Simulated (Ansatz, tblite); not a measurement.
# The cluster B₉As₉: a ladder of methods and basis sets

The task here is to estimate one member of a computed series from the others.

Computed with Ansatz 0.2.0, Gaussian basis. Level: as each input shows.

The runs, in order: GFN1-xTB, GFN2-xTB, PBE-D4/def2-TZVP, r2SCAN-D4/def2-TZVP, HF/def2-TZVP, r2SCAN0-D4/def2-TZVP, BHLYP-D4/def2-TZVP, PBE-D4/def2-SVP, PBE0-D4/def2-SVP, HF/STO-3G, MP2/def2-SVP, RPA/def2-SVP.

**The geometry**

The geometry is that of the singlet, from an earlier relaxation (PBE-D4/def2-SVP).

18 atoms, charge 0, spin multiplicity 1.

Bond lengths: As1–As8 2.538 Å, As1–B11 1.999 Å, As1–B12 2.142 Å, As2–B10 1.920 Å, As2–B14 1.990 Å, As3–As9 2.649 Å, As3–B13 2.173 Å, As3–B14 2.121 Å, As3–B15 2.110 Å, As4–B10 2.008 Å, As4–B11 2.080 Å, As4–B13 2.086 Å, As5–As8 2.486 Å, As5–B18 1.865 Å, As6–B11 2.023 Å, As6–B12 2.191 Å, As6–B18 1.974 Å, As7–B16 1.892 Å and more. Angles: As8–As1–B11 100.1°, As8–As1–B12 59.0°, B11–As1–B12 54.4°, B10–As2–B14 53.9°, As9–As3–B13 52.8°, As9–As3–B14 55.9°, As9–As3–B15 48.4°, B13–As3–B14 46.7°, B13–As3–B15 47.2°, B14–As3–B15 86.6°, B10–As4–B11 109.8°, B10–As4–B13 53.3°, B11–As4–B13 88.4°, As8–As5–B18 64.3°, B11–As6–B12 53.3°, B11–As6–B18 94.0°, B12–As6–B18 69.0°, B16–As7–B17 51.2° and more.

PBE0-D4/def2-TZVP was run before; its log isn't repeated, and its numbers join the tables.

The first run:

Tight binding, by tblite at 300 K electronic temperature and without a spin-polarisation term:

```python
tblite.interface.Calculator('GFN1-xTB', numbers, positions, charge=0, uhf=0).singlepoint()
```

Tight binding, by tblite at 300 K electronic temperature and without a spin-polarisation term:

```python
tblite.interface.Calculator('GFN2-xTB', numbers, positions, charge=0, uhf=0).singlepoint()
```

start.molden holds the orbitals of an earlier run on this state, given as this run's starting guess.

Input file in.yaml:

```yaml
crystal:
  periodic: [false, false, false]
  atoms:
    - {symbol: As, position_ang: [-2.121254, 1.730602, -0.867486]}
    - {symbol: As, position_ang: [-0.598394, -4.779881, 0.899065]}
    - {symbol: As, position_ang: [1.565657, -2.705305, -1.741728]}
    - {symbol: As, position_ang: [-2.120632, -1.496566, -0.474034]}
    - {symbol: As, position_ang: [-0.428134, 4.244590, 2.357132]}
    - {symbol: As, position_ang: [-0.256669, 0.447330, 1.906519]}
    - {symbol: As, position_ang: [2.492303, 2.248450, -1.873298]}
    - {symbol: As, position_ang: [-0.629778, 3.609340, -0.038101]}
    - {symbol: As, position_ang: [1.703022, -1.619544, 0.670974]}
    - {symbol: B, position_ang: [-1.152929, -3.000242, 0.439175]}
    - {symbol: B, position_ang: [-1.660767, 0.305785, 0.456607]}
    - {symbol: B, position_ang: [-0.163483, 1.326890, -0.098477]}
    - {symbol: B, position_ang: [-0.076521, -1.902286, -0.566275]}
    - {symbol: B, position_ang: [0.498877, -3.420781, -0.053820]}
    - {symbol: B, position_ang: [1.111655, -0.764251, -1.050241]}
    - {symbol: B, position_ang: [0.956856, 2.488856, -0.794065]}
    - {symbol: B, position_ang: [1.229011, 0.870173, -1.166219]}
    - {symbol: B, position_ang: [-0.348791, 2.416849, 1.994281]}
basis:
  gaussian: {orbitals: def2-TZVP, fitting: {mean_field: def2-universal-jkfit}, initial_orbitals: start.molden}
hamiltonian: {xc: pbe, dispersion: d4}
scf: {omitted_lower_state_checks: [starts]}
output: {orbitals: {seedname: orbitals}}
```

Command:

```
$ ansatz run in.yaml --threads 2 --pin off --events-out ev --progress --plain --max-ram 32768MiB --backend cuda --devices 0, --max-vram 18GiB
```

Among the steps run: PBE-D4/def2-TZVP; r2SCAN-D4/def2-TZVP; HF/def2-TZVP; r2SCAN0-D4/def2-TZVP; BHLYP-D4/def2-TZVP; PBE-D4/def2-SVP; PBE0-D4/def2-SVP; HF/STO-3G; MP2/def2-SVP; RPA/def2-SVP.

One of the session's tables, all rows but one given; the rest of the session is left out.

It belongs to the step «Binding energy». 

```
               level  binding an atom (eV)
           HF/STO-3G                 3.361
         HF/def2-SVP                 2.163
        HF/def2-TZVP                 2.097
     PBE-D4/def2-SVP                 4.231
    PBE-D4/def2-TZVP                 4.176
 r2SCAN-D4/def2-TZVP                 3.977
    PBE0-D4/def2-SVP                     ?
   PBE0-D4/def2-TZVP                 3.998
r2SCAN0-D4/def2-TZVP                 3.834
  BHLYP-D4/def2-TZVP                 3.596
        RPA/def2-SVP                 3.305
        MP2/def2-SVP                 3.771
```

Q: Estimate the row for PBE0-D4/def2-SVP from the others.

As computed: binding an atom (eV): 4.052. In the column «binding an atom (eV)» it lies between PBE0-D4/def2-TZVP (3.998) and PBE-D4/def2-TZVP (4.176).

To keep in mind: Free atoms were run apart at each level; binding is atoms less cluster, divided by the number of atoms, without zero-point or spin-orbit terms.
